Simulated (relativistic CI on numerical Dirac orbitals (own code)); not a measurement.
**Sn XII (Sn¹¹⁺): levels and lines**

What are the lowest levels and the strongest lines of Sn¹¹⁺? One CI run answers it; runs with one setting changed show what the result hangs on.

Method: Dirac-Coulomb-Breit CI, KLI orbitals optimised for each configuration, model QED (radiative potential, 1s self-energy scaled to tabulated hydrogen-like ionisation energies). Code: relativistic CI on numerical Dirac orbitals (own code) version 4.

## Step 1: The system

```
ion                       : Sn¹¹⁺ (Sn XII)
nuclear charge            : 50
electrons                 : 39
isotope                   : A = 120
first configuration typed : [Kr] 4d3
```

The outer shells:

first configuration typed
```
[Kr] core
4d [↑ ][↑ ][↑ ][  ][  ]
```

## Step 2: The main run

The run's settings:

```ini
atom Sn  Z=50  charge=11  electrons=39
nucleus A=120  rms_radius_fm=4.6519
hamiltonian dirac-coulomb  breit=on  qed=on  c_scale=1
orbitals kli  potential=per-configuration
slater_scale 1
correlation none
mixing on
configurations
  [Kr] 4d3
  [Ar] 3d10 4s2 4p5 4d4
  [Kr] 4d2 4f
  [Kr] 4d2 5s
  [Ar] 3d10 4s 4p6 4d4
  [Kr] 4d2 5p
  [Ar] 3d10 4s2 4p5 4d3 4f
  [Kr] 4d 4f 5s
  [Kr] 4d2 5d
  [Kr] 4d 5s 5p
  [Ar] 3d10 4s 4p6 4d3 4f
  [Kr] 4d2 6s
  [Ar] 3d10 4s2 4p5 4d3 5s
  [Kr] 4d2 5f
  [Kr] 4d2 6p
  [Kr] 4d2 5g
  [Kr] 4d2 6d
  [Ar] 3d10 4s2 4p5 4d3 5p
  [Kr] 4d2 7s
  [Kr] 4d2 6f
  [Kr] 4d2 7p
  [Ar] 3d10 4s 4p6 4d3 5s
  [Kr] 4d 4f2
  [Kr] 4f3
  [Kr] 4f2 5s
  [Kr] 4f2 5p
  [Ar] 3d10 4s2 4p5 4d 4f3
  [Kr] 4d 5s2
  [Kr] 4f 5s2
  [Kr] 5s2 5p
  [Ar] 3d10 4s2 4p5 4d 4f 5s2
  [Kr] 4d 5p2
  [Kr] 4f 5p2
  [Kr] 5s 5p2
  [Kr] 5p3
  [Ar] 3d10 4s2 4p5 4d 4f 5p2
end
```

Started as:

```
python run_levels.py task.json out
```

One command runs all members of the session, one after another, from task.json.

## Step 3: Without QED terms

The settings differ from step 2 so:

```diff
@@ -2,3 +2,3 @@
 nucleus A=120  rms_radius_fm=4.6519
-hamiltonian dirac-coulomb  breit=on  qed=on  c_scale=1
+hamiltonian dirac-coulomb  breit=on  qed=off  c_scale=1
 orbitals kli  potential=per-configuration
```

## Step 4: The first configuration alone

The run's settings:

```ini
atom Sn  Z=50  charge=11  electrons=39
nucleus A=120  rms_radius_fm=4.6519
hamiltonian dirac-coulomb  breit=on  qed=on  c_scale=1
orbitals kli  potential=per-configuration
slater_scale 1
correlation none
mixing on
configurations
  [Kr] 4d3
end
```

(Steps that only read results are left out.)

**Question.** What will these runs give? Wanted: lowest level; first excitation; lowest level of the other parity; fastest E1 line; ionisation energy.

The runs gave:

| run | time | mean size of shift, levels followed (cm⁻¹) | lowest level | ionisation energy (eV) |
| --- | --- | --- | --- | --- |
| main run | 22 s | 0 | 4d3 4F3/2 | 232.10 |
| without QED terms | 20 s | 37.5 | 4d3 4F3/2 | 232.08 |
| the first configuration alone | 0.1 s | 934 | 4d3 4F3/2 | - |

The tabulated theoretical ionisation energy (NIST) is 232 eV.

| quantity | value |
| --- | --- |
| lowest level | 4d3 4F3/2 |
| first excitation | 4d3 4F5/2, 5436.4 cm⁻¹ |
| lowest level of the other parity | 4p5 4d4 6D°7/2, 525340 cm⁻¹ |
| levels in the model | 7696 |
| fastest E1 line (by rate) to the lowest level among the lowest 400 of 7696 levels | 12.67 nm, from 4d2 4f 4G°5/2 (ii) |
| ionisation energy | 232.10 eV |
| ionisation energy, tabulated theoretical (NIST) | 232 eV |

In words: 4d3 4F3/2 comes out lowest; its LS label holds 92 % and its jj label 56 %; over the low levels the means are 79 and 71 %, so LS coupling describes them better. The ionisation energy agrees with the tabulated theoretical value within its uncertainty of 2.5 eV. The largest mover is «the first configuration alone» (934 cm⁻¹ on average). Lifetimes count radiative decay inside the model alone.
